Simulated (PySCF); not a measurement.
Runs of PySCF 2.14.0 on Pb. It takes space group Fm-3m (No. 225, cubic). The conventional cell has a = 4.950 Å, b = 4.950 Å, c = 4.950 Å, α = 90.00°, β = 90.00°, γ = 90.00°. Around Pb (site symmetry m-3m) lie 12 Pb at 3.50 Å. 

```tsv
task	level	cell	k mesh	band path	conv_tol	max_cycle	three-body dispersion term	gaussian width of the DOS	gap on the mesh (eV)	V0 of scaled cells (Å³/atom)	B0 (GPa)
band structure	TPSS	Fm-3m, 30.32 Å³/atom	7 × 7 × 7	GXWKGLUWLK,UX	1e-07 Ha	60	-	-	none	-	-
equation of state	PBE+D3(BJ)	Fm-3m, 30.32 Å³/atom	9 × 9 × 9	-	-	-	no	-	-	30.50	46
band structure	HLE16	Fm-3m, 30.32 Å³/atom	7 × 7 × 7	GXWKGLUWLK,UX	1e-07 Ha	60	-	-	none	-	-
density of states	PBE	Fm-3m, 26.08 Å³/atom	9 × 9 × 9	-	1e-07 Ha	60	-	0.15 eV	none	-	-
equation of state	PBE+D4	Fm-3m, 30.32 Å³/atom	9 × 9 × 9	-	-	-	yes	-	-	(a)	47
```

Alike in all rows: potentials or basis DZVP-MOLOPT-SR/GTH-PBE (potentials made for PBE); no spin polarisation; smearing fermi-dirac 0.05 eV.

**Question.** Fill in the values left out.

**Answer.** (a) 30.51.

Caveats: the basis of atomic orbitals isn't converged, which shifts pressures, moduli and gaps; the potentials were made for another functional, which shifts forces and pressure (some runs); spin-orbit coupling is left out, which moves the levels of the heavy elements (some runs); meta-GGAs need a finer uniform grid than this (some runs); the potentials were made for a functional far from this one (some runs).

A k mesh can miss the band edges, and the runs leave out spin-orbit coupling on Pb.

A gap of «none» marks a metal or a gap under the smearing width.
